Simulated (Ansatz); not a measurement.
**Cl₂FGeH₄NSi: up Jacob's ladder to CCSD(T)**

The task here is to estimate one member of a computed series from the others.

Method: functionals in def2-TZVPP, the program's frozen cores in correlated methods; program: Ansatz 0.2.0, Gaussian basis.

Levels to be run: PBE-D4, r2SCAN-D4, PBE0-D4, B3LYP-D4, ωB97X-V, ωB97M-V, B2PLYP; CCSD(T)/def2-TZVPP; MP2/def2-QZVPP; extrapolation to the limit.

### The relaxed structure

An earlier PBE0-D4 in a triple-zeta def2 set relaxation fixed the geometry.

SMILES `F[SiH](Cl)[NH][GeH2][Cl]`, 10 atoms, charge 0, spin multiplicity 1.

Atoms are counted from 1 here; the program's logs count them from 0.

Bond lengths: F1–Si2 1.590 Å, Si2–Cl3 2.038 Å, Si2–N4 1.695 Å, Si2–H7 1.472 Å, N4–Ge5 1.828 Å, N4–H8 1.011 Å, Ge5–Cl6 2.157 Å, Ge5–H9 1.528 Å, Ge5–H10 1.529 Å. Angles: F1–Si2–Cl3 105.4°, F1–Si2–N4 111.7°, F1–Si2–H7 108.0°, Cl3–Si2–N4 111.1°, Cl3–Si2–H7 111.1°, N4–Si2–H7 109.5°, Si2–N4–Ge5 126.7°, Si2–N4–H8 117.9°, Ge5–N4–H8 114.7°, N4–Ge5–Cl6 109.7°, N4–Ge5–H9 108.3°, N4–Ge5–H10 109.2°, Cl6–Ge5–H9 107.3°, Cl6–Ge5–H10 106.5°, H9–Ge5–H10 115.7°.

Set-up of the first run:

in.yaml reads:

```yaml
crystal:
  periodic: [false, false, false]
  atoms:
    - {symbol: F, position_ang: [-0.557841, -2.111982, 1.680818]}
    - {symbol: Si, position_ang: [-0.841802, -0.650355, 1.123347]}
    - {symbol: Cl, position_ang: [-1.419002, 0.443674, 2.743595]}
    - {symbol: N, position_ang: [0.531856, 0.020641, 0.392360]}
    - {symbol: Ge, position_ang: [0.748405, 0.405357, -1.381916]}
    - {symbol: Cl, position_ang: [0.161112, 2.445639, -1.760528]}
    - {symbol: H, position_ang: [-1.927374, -0.743204, 0.134104]}
    - {symbol: H, position_ang: [1.261316, 0.377053, 0.994301]}
    - {symbol: H, position_ang: [-0.188782, -0.494543, -2.186394]}
    - {symbol: H, position_ang: [2.232113, 0.307710, -1.739706]}
basis:
  gaussian: {orbitals: def2-TZVPP}
hamiltonian: {xc: pbe, dispersion: d4}
output: {forces: true, orbitals: {seedname: orbitals}}
```

On the command line:

```
$ ansatz run in.yaml --threads 2 --pin off --events-out ev --progress --plain --max-ram 22528MiB --backend cuda --devices 0, --max-vram 18GiB
```

Steps of the session up to this table: PBE-D4 (GGA); r2SCAN-D4 (meta-GGA); PBE0-D4 (hybrid); B3LYP-D4 (hybrid); ωB97X-V (range-separated); ωB97M-V (range-separated); B2PLYP (double hybrid); CCSD(T) in def2-TZVPP; MP2 in def2-QZVPP.

One of the session's tables, all rows but one given; the rest of the session is left out.

```
            method  atomisation energy (kJ/mol)
            PBE-D4                       3360.5
         r2SCAN-D4                       3344.4
           PBE0-D4                       3310.2
          B3LYP-D4                       3307.6
           ωB97X-V                       3370.0
           ωB97M-V                       3348.6
            B2PLYP                       3285.8
     HF/def2-TZVPP                            ?
    MP2/def2-TZVPP                       3335.4
   CCSD/def2-TZVPP                       3198.0
CCSD(T)/def2-TZVPP                       3254.5
           MP2/CBS                       3439.7
       CCSD(T)/CBS                       3358.8
```

Q: Estimate the row for HF/def2-TZVPP from the others.

The run gave: atomisation energy (kJ/mol): 2400.2. In the column «atomisation energy (kJ/mol)» it is the lowest.

Limits of these values: Free atoms (1 F, 1 Si, 2 Cl, 1 N, 1 Ge, 4 H) were run apart at each level; the atomisation energy is their sum less the molecule, without zero-point or spin-orbit terms.
